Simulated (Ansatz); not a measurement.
**C2H3B2Cl: how energies converge with the basis set**

The task here is to estimate one member of a computed series from the others.

Program: Ansatz 0.2.0, Gaussian basis. Level of theory: one geometry, several basis sets. These are calculated values, not measurements.

Plan: PBE0-D4/def2-SVP; ωB97M-V/def2-SVP; PBE0-D4/def2-QZVPP; ωB97M-V/def2-QZVPP; the functionals' def2-TZVPP values are taken from earlier runs.

## Structure used throughout

All runs share one geometry, relaxed beforehand with PBE0-D4 in a triple-zeta def2 set.

8 atoms, charge 0, spin multiplicity 1.

Atoms are counted from 1 here; the program's logs count them from 0.

Bond lengths: Cl1–C2 1.775 Å, C2–C3 1.416 Å, C2–B5 1.594 Å, C2–H6 1.084 Å, C3–B4 1.372 Å, C3–B5 1.533 Å, B4–B5 1.717 Å, B4–H7 1.173 Å, B5–H8 1.179 Å. Angles: Cl1–C2–C3 119.4°, Cl1–C2–B5 117.7°, Cl1–C2–H6 109.7°, C3–C2–B5 60.9°, C3–C2–H6 121.0°, B5–C2–H6 121.0°, C2–C3–B4 137.5°, C2–C3–B5 65.3°, B4–C3–B5 72.2°, C3–B4–B5 58.2°, C3–B4–H7 163.0°, B5–B4–H7 138.7°, C2–B5–C3 53.8°, C2–B5–B4 103.3°, C2–B5–H8 134.7°, C3–B5–B4 49.5°, C3–B5–H8 171.4°, B4–B5–H8 122.0°.

Set-up of the first run:

Contents of in.yaml:

```yaml
crystal:
  periodic: [false, false, false]
  atoms:
    - {symbol: Cl, position_ang: [-0.631039, 0.808995, 2.288773]}
    - {symbol: C, position_ang: [0.458711, 0.349114, 0.964820]}
    - {symbol: C, position_ang: [0.166206, 0.773213, -0.354342]}
    - {symbol: B, position_ang: [-0.331649, 0.221309, -1.507638]}
    - {symbol: B, position_ang: [-0.071090, -0.718445, -0.094052]}
    - {symbol: H, position_ang: [1.479950, 0.317812, 1.326880]}
    - {symbol: H, position_ang: [-0.690449, 0.067828, -2.614300]}
    - {symbol: H, position_ang: [-0.288440, -1.876926, -0.066141]}
basis:
  gaussian: {orbitals: def2-SVP}
hamiltonian: {xc: pbe0, dispersion: d4}
output: {orbitals: {seedname: orbitals}}
```

On the command line:

```
ansatz run in.yaml --threads 2 --pin off --events-out ev --progress --plain --max-ram 4352MiB
```

Steps of the session up to this table: PBE0-D4 in def2-SVP; ωB97M-V in def2-SVP; PBE0-D4 in def2-QZVPP; ωB97M-V in def2-QZVPP.

One of the session's tables, all rows but one given; the rest of the session is left out.

It belongs to the step «Density functionals: the series». 

```
functional       basis  HOMO (eV)
   PBE0-D4    def2-SVP      -7.75
   PBE0-D4  def2-TZVPP      -7.81
   PBE0-D4  def2-QZVPP      -7.84
   ωB97M-V    def2-SVP          ?
   ωB97M-V  def2-TZVPP      -9.96
   ωB97M-V  def2-QZVPP      -9.99
```

**Question.** Estimate the row for ωB97M-V, def2-SVP.

**Answer.** HOMO (eV): -9.86. In the column «HOMO (eV)» it lies between ωB97M-V, def2-TZVPP (-9.96) and PBE0-D4, def2-QZVPP (-7.84).
